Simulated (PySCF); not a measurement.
# GeH7NSi: NMR shifts and electronic excitations at several levels of theory, part 2 of 2

PySCF 2.14.0. Atoms count from 0. Earlier steps stand in the parts before.

## Step 9: TDDFT and polarisability: HF/def2-SVPD

The job: settings as JSON, then the geometry in Å.

```
{"job": {"kind": "uv", "xc": "HF", "basis": "def2-SVPD", "ip": true}, "charge": 0, "multiplicity": 1}
N      1.642993     0.713003     0.485993
Si     0.630449    -0.662977     0.175658
Ge    -1.630297     0.070578     0.305942
H      2.637633     0.574399     0.630687
H      1.479114     1.568396    -0.033602
H      0.817221    -1.342917    -1.154016
H      0.918865    -1.689079     1.224094
H     -2.607268    -1.055434    -0.086680
H     -1.855815     1.250491    -0.664069
H     -1.984338     0.552862     1.725442
```

Level: TDDFT HF/def2-SVPD, vertical, gas phase, core orbitals frozen in the response.

What it wrote:

```text
final grid: 73560 points
cycle   1  E = -2422.4104547368  dE = -8.069e-01  |g| = 3.293e-01  |ddm| = 3.159e+00
cycle   2  E = -2422.4474082614  dE = -3.695e-02  |g| = 1.307e-01  |ddm| = 7.390e-01
cycle   3  E = -2422.4514076526  dE = -3.999e-03  |g| = 5.015e-02  |ddm| = 2.363e-01
cycle   4  E = -2422.4521459410  dE = -7.383e-04  |g| = 6.169e-03  |ddm| = 1.289e-01
cycle   5  E = -2422.4521719243  dE = -2.598e-05  |g| = 1.562e-03  |ddm| = 2.929e-02
cycle   6  E = -2422.4521738179  dE = -1.894e-06  |g| = 4.668e-04  |ddm| = 7.054e-03
cycle   7  E = -2422.4521739760  dE = -1.581e-07  |g| = 1.646e-04  |ddm| = 1.951e-03
cycle   8  E = -2422.4521739913  dE = -1.537e-08  |g| = 5.421e-05  |ddm| = 6.933e-04
cycle   9  E = -2422.4521739931  dE = -1.721e-09  |g| = 1.342e-05  |ddm| = 2.003e-04
cycle  10  E = -2422.4521739932  dE = -1.810e-10  |g| = 3.339e-06  |ddm| = 6.448e-05
converged SCF energy = -2422.4521739932

Static polarisability (au): isotropic 66.832, principal 60.295 63.646 76.556

Singlet excitations
state   eV       nm        f      main configurations
  1   7.1418    173.6   0.01234   H->L+1 0.43, H->L+2 0.17, H->L 0.13
  2   7.8598    157.7   0.02578   H->L+3 0.26, H-1->L+1 0.24, H->L+2 0.12
  3   8.0638    153.8   0.14250   H->L 0.33, H->L+3 0.27, H->L+1 0.09
  4   8.3222    149.0   0.04755   H->L 0.36, H-1->L 0.12, H->L+3 0.12
  5   8.5987    144.2   0.52220   H->L+2 0.47, H->L+1 0.28
  6   8.9498    138.5   0.02936   H->L+4 0.56
  7   9.1302    135.8   0.08766   H-1->L 0.15, H-1->L+1 0.13, H-1->L+5 0.11
  8   9.2486    134.1   0.04934   H-1->L+2 0.18, H->L+5 0.15
  9   9.3452    132.7   0.02034   H-1->L+3 0.24, H-1->L 0.13, H->L+7 0.11
 10   9.4570    131.1   0.05086   H->L+6 0.40

Triplet excitations (Tamm-Dancoff, eV): 6.3620 6.8058 7.0232 7.4123
Vertical ionisation energy (delta-SCF) = 8.6689 eV
```

Run time: 16 s. Hardware: 1 thread of Arm Neoverse V1, shared host; peak memory 0.64 GiB.

The orbitals next to the gap, with their largest atomic shares:

| orbital | eV | atoms |
| --- | --- | --- |
| HOMO−3 | -12.61 | Ge2 43 %, H7 32 %, H8 16 % |
| HOMO−2 | -12.48 | Ge2 38 %, H9 28 %, H8 14 % |
| HOMO−1 | -11.43 | N0 42 %, Si1 22 %, Ge2 10 % |
| HOMO | -10.36 | Si1 28 %, Ge2 27 %, N0 19 % |
| LUMO | 2.29 | Ge2 52 %, Si1 17 %, H7 6 % |
| LUMO+1 | 2.39 | Si1 31 %, Ge2 22 %, H3 10 % |
| LUMO+2 | 3.14 | Si1 27 %, Ge2 27 %, H5 11 % |

With each of the 10 states as a Gaussian band of 0.4 eV half-width at 1/e, the curve within the window shown has maxima at 144 nm (ε 25,000) L/(mol cm). Beyond the last state computed it falls off for lack of states. The curve at chosen wavelengths:

```csv
nm,ε (L/mol/cm)
127,2186
129,4213
132,7722
134,9811
137,13411
139,17009
142,22821
144,24659
147,22548
149,19116
152,13852
154,10969
157,7420
159,5422
162,3061
164,1988
167,1072
169,792
172,618
174,556
177,458
179,377
182,252
184,179
187,96
189,59
```

Further results of this job:

| property | computed |
| --- | --- |
| dipole moment (D) | 1.51 |
| polarisability (Å³) | 9.90 |
| HOMO–LUMO gap (eV) | 12.65 |
| −ε(HOMO) (eV) | 10.36 |

## Step 10: TDDFT and polarisability: LDA/def2-SVPD

Settings changed since step 9:

```diff
@@ -1,2 +1,2 @@
-{"job": {"kind": "uv", "xc": "HF", "basis": "def2-SVPD", "ip": true}, "charge": 0, "multiplicity": 1}
+{"job": {"kind": "uv", "xc": "LDA", "basis": "def2-SVPD", "ip": true}, "charge": 0, "multiplicity": 1}
 N      1.642993     0.713003     0.485993
```

With the program's defaults for keys left out, this is: TDDFT LDA/def2-SVPD, vertical, gas phase, core orbitals frozen in the response.

What it wrote:

```text
coarse grid: 36256 points
cycle   1  E = -2420.1990965961  dE = -6.253e-01  |g| = 6.946e-01  |ddm| = 3.382e+00
cycle   2  E = -2420.0029340364  dE =  1.962e-01  |g| = 1.171e+00  |ddm| = 1.769e+00
cycle   3  E = -2420.2588737050  dE = -2.559e-01  |g| = 2.307e-01  |ddm| = 1.334e+00
cycle   4  E = -2420.2706786839  dE = -1.180e-02  |g| = 2.767e-02  |ddm| = 2.585e-01
cycle   5  E = -2420.2707761084  dE = -9.742e-05  |g| = 1.176e-02  |ddm| = 5.664e-02
cycle   6  E = -2420.2708178572  dE = -4.175e-05  |g| = 1.964e-03  |ddm| = 2.311e-02
cycle   7  E = -2420.2708193005  dE = -1.443e-06  |g| = 3.501e-04  |ddm| = 4.551e-03
final grid: 73560 points
cycle   8  E = -2420.2708064625  dE = -2.404e-08  |g| = 4.288e-04  |ddm| = 3.870e-03
cycle   9  E = -2420.2708063732  dE =  8.928e-08  |g| = 7.512e-04  |ddm| = 1.414e-03
cycle  10  E = -2420.2708065155  dE = -1.423e-07  |g| = 1.276e-04  |ddm| = 8.861e-04
cycle  11  E = -2420.2708065201  dE = -4.641e-09  |g| = 1.542e-05  |ddm| = 2.139e-04
cycle  12  E = -2420.2708065202  dE = -6.003e-11  |g| = 3.085e-06  |ddm| = 2.298e-05
converged SCF energy = -2420.2708065202

Static polarisability (au): isotropic 77.323, principal 67.766 72.643 91.560

Singlet excitations
state   eV       nm        f      main configurations
  1   5.2471    236.3   0.00462   H->L 0.99
  2   5.6764    218.4   0.03031   H->L+1 0.97
  3   6.0607    204.6   0.00679   H->L+2 0.96
  4   6.1917    200.2   0.01997   H->L+3 0.96
  5   6.4039    193.6   0.02903   H-1->L 0.89
  6   6.7054    184.9   0.00109   H->L+4 0.96
  7   6.8494    181.0   0.10800   H-1->L+1 0.85
  8   7.0360    176.2   0.00513   H-2->L 0.89
  9   7.1104    174.4   0.03767   H->L+5 0.75
 10   7.2038    172.1   0.00328   H->L+6 0.76, H-1->L+2 0.09

Triplet excitations (Tamm-Dancoff, eV): 4.9992 5.5379 5.8342 5.9693
Vertical ionisation energy (delta-SCF) = 9.2173 eV
```

Run time: 28 s. Hardware: 1 thread of Arm Neoverse V1, shared host; peak memory 0.57 GiB.

Key values: HOMO -6.15 eV, LUMO -1.02 eV; lowest singlet 5.25 eV.

## Step 11: TDDFT and polarisability: PBE/def2-SVPD

Settings changed since step 10:

```diff
@@ -1,2 +1,2 @@
-{"job": {"kind": "uv", "xc": "LDA", "basis": "def2-SVPD", "ip": true}, "charge": 0, "multiplicity": 1}
+{"job": {"kind": "uv", "xc": "PBE", "basis": "def2-SVPD", "ip": true}, "charge": 0, "multiplicity": 1}
 N      1.642993     0.713003     0.485993
```

Method: TDDFT PBE/def2-SVPD, vertical, gas phase, core orbitals frozen in the response.

What it wrote:

```text
coarse grid: 36256 points
cycle   1  E = -2424.4675637523  dE = -6.332e-01  |g| = 6.629e-01  |ddm| = 3.415e+00
cycle   2  E = -2424.2878115275  dE =  1.798e-01  |g| = 1.116e+00  |ddm| = 1.648e+00
cycle   3  E = -2424.5270628345  dE = -2.393e-01  |g| = 1.991e-01  |ddm| = 1.222e+00
cycle   4  E = -2424.5360397559  dE = -8.977e-03  |g| = 2.860e-02  |ddm| = 2.270e-01
cycle   5  E = -2424.5361528798  dE = -1.131e-04  |g| = 9.646e-03  |ddm| = 4.977e-02
cycle   6  E = -2424.5361819500  dE = -2.907e-05  |g| = 1.560e-03  |ddm| = 1.825e-02
cycle   7  E = -2424.5361828796  dE = -9.296e-07  |g| = 2.834e-04  |ddm| = 3.550e-03
final grid: 73560 points
cycle   8  E = -2424.5361580615  dE = -4.752e-08  |g| = 3.141e-04  |ddm| = 4.797e-03
cycle   9  E = -2424.5361580248  dE =  3.675e-08  |g| = 5.016e-04  |ddm| = 1.094e-03
cycle  10  E = -2424.5361580939  dE = -6.912e-08  |g| = 1.011e-04  |ddm| = 6.250e-04
cycle  11  E = -2424.5361580967  dE = -2.753e-09  |g| = 1.432e-05  |ddm| = 1.533e-04
cycle  12  E = -2424.5361580967  dE = -3.638e-11  |g| = 2.326e-06  |ddm| = 1.615e-05
converged SCF energy = -2424.5361580967

Static polarisability (au): isotropic 75.400, principal 66.105 71.028 89.067

Singlet excitations
state   eV       nm        f      main configurations
  1   5.2955    234.1   0.00507   H->L 0.99
  2   5.7305    216.4   0.02859   H->L+1 0.98
  3   6.0980    203.3   0.00611   H->L+2 0.97
  4   6.2583    198.1   0.01928   H->L+3 0.97
  5   6.4413    192.5   0.02426   H-1->L 0.90
  6   6.7940    182.5   0.00159   H->L+4 0.95
  7   6.9093    179.4   0.10266   H-1->L+1 0.86
  8   7.1052    174.5   0.03375   H->L+5 0.79, H-2->L 0.08
  9   7.1613    173.1   0.00600   H-2->L 0.85
 10   7.2297    171.5   0.00383   H->L+6 0.90

Triplet excitations (Tamm-Dancoff, eV): 5.0010 5.5772 5.8199 5.9431
Vertical ionisation energy (delta-SCF) = 9.1073 eV
```

Run time: 37 s. Hardware: 1 thread of Arm Neoverse V1, shared host; peak memory 0.56 GiB.

This run: HOMO -6.06 eV, LUMO -0.87 eV; lowest singlet 5.30 eV.

## Step 12: Run by run: NMR shifts

Shifts (ppm), means over like atoms, with basis size and wall time:

| run | H5 | H7 | H3 | N0 | Si1 | Ge2 | functions | time |
| --- | --- | --- | --- | --- | --- | --- | --- | --- |
| PBE0/6-31G* | 5.20 | 3.69 | -0.64 | -8.2 | -22.8 | -274 | 78 | 6.5 s |
| PBE0/def2-SVP | 5.09 | 3.54 | -0.42 | -1.9 | -48.4 | -304 | 99 | 7.2 s |
| PBE0/def2-TZVP | 5.39 | 3.66 | -0.28 | 3.7 | -44.2 | -334 | 158 | 14 s |
| PBE0/cc-pVDZ | 5.02 | 3.50 | -0.42 | -1.5 | -40.2 | -279 | 94 | 8 s |
| PBE0/cc-pVTZ | 5.18 | 3.52 | -0.17 | 1.2 | -39.8 | -328 | 205 | 21 s |
| PBE0/aug-cc-pVDZ | 5.27 | 3.66 | -0.20 | -0.2 | -37.6 | -324 | 149 | 13 s |
| PBE0/pcSseg-0 | 5.26 | 3.65 | -1.44 | -21.8 | -80.4 | -348 | 61 | 4.2 s |

## Step 13: Side by side: electronic excitations

Excitations and ground-state properties, with basis size and wall time:

| run | lowest singlet (eV) | brightest (eV) | f | gap (eV) | α (Å³) | μ (D) | functions | time |
| --- | --- | --- | --- | --- | --- | --- | --- | --- |
| HF/def2-SVPD | 7.14 | 8.60 | 0.522 | 12.65 | 9.90 | 1.51 | 138 | 16 s |
| LDA/def2-SVPD | 5.25 | 6.85 | 0.108 | 5.13 | 11.46 | 1.45 | 138 | 28 s |
| PBE/def2-SVPD | 5.30 | 6.91 | 0.103 | 5.19 | 11.17 | 1.46 | 138 | 37 s |

## Step 14: What came out

This closing draws on all 2 parts.

```
                                                            quantity                        value
1H shifts against TMS (PBE0/6-31G*, means over atoms taken as alike)        5.20, 3.69, -0.64 ppm
                                15N shifts against NH3 (PBE0/6-31G*)                     -8.2 ppm
                               29Si shifts against TMS (PBE0/6-31G*)                    -22.8 ppm
                             73Ge shifts against GeMe4 (PBE0/6-31G*)                     -274 ppm
                                       lowest singlet (HF/def2-SVPD)  7.14 eV (174 nm), f = 0.012
                            brightest single state of those computed  state 5, 8.60 eV, f = 0.522
                                                      lowest triplet                      6.36 eV
                                   vertical ionisation energy (ΔSCF)                      8.67 eV
                                           range of the shift of Ge2             -348 to -274 ppm
                                         range of the lowest singlet              5.25 to 7.14 eV
```

**Reading.** Single values in the summary come from the first run of each kind that ended normally (PBE0/6-31G*; HF/def2-SVPD), which need not be the best level. At PBE0/6-31G*: Shielding is most anisotropic at Si1 (span 109 ppm, paramagnetic term -439 ppm). The first singlet state (HOMO→LUMO+1 0.43, HOMO→LUMO+2 0.17) lies at 7.14 eV and is weak; of the 10 states computed, the strongest absorption comes from state 5 at 8.60 eV. The lowest triplet lies 0.78 eV below the lowest singlet (triplets in Tamm-Dancoff, singlets in full TDDFT). At HF/def2-SVPD, the highest states lie near or above the ionisation energy, where they hang on the basis. ΔSCF puts the ionisation energy at 8.67 eV, 1.69 eV below −ε(HOMO). In this run the hole sits in HOMO−1, not in the HOMO; unless the two are degenerate, this need not be the first ionisation. In ppm, Ge2 moves most: its shift spreads over 74 ppm, from -348 (PBE0/pcSseg-0) to -274 (PBE0/6-31G*). The lowest singlet runs from 5.25 eV (LDA/def2-SVPD) to 7.14 eV (HF/def2-SVPD), while the orbital gap spans 5.13 to 12.65 eV: the excitation energy moves far less from run to run than the orbital gap does. The lowest state need not be the same one in every run. The runs solved for a few states only, so the brightest column depends on that window. Spin-orbit coupling is left out, which matters for shieldings and couplings at and beside the heavy atoms.
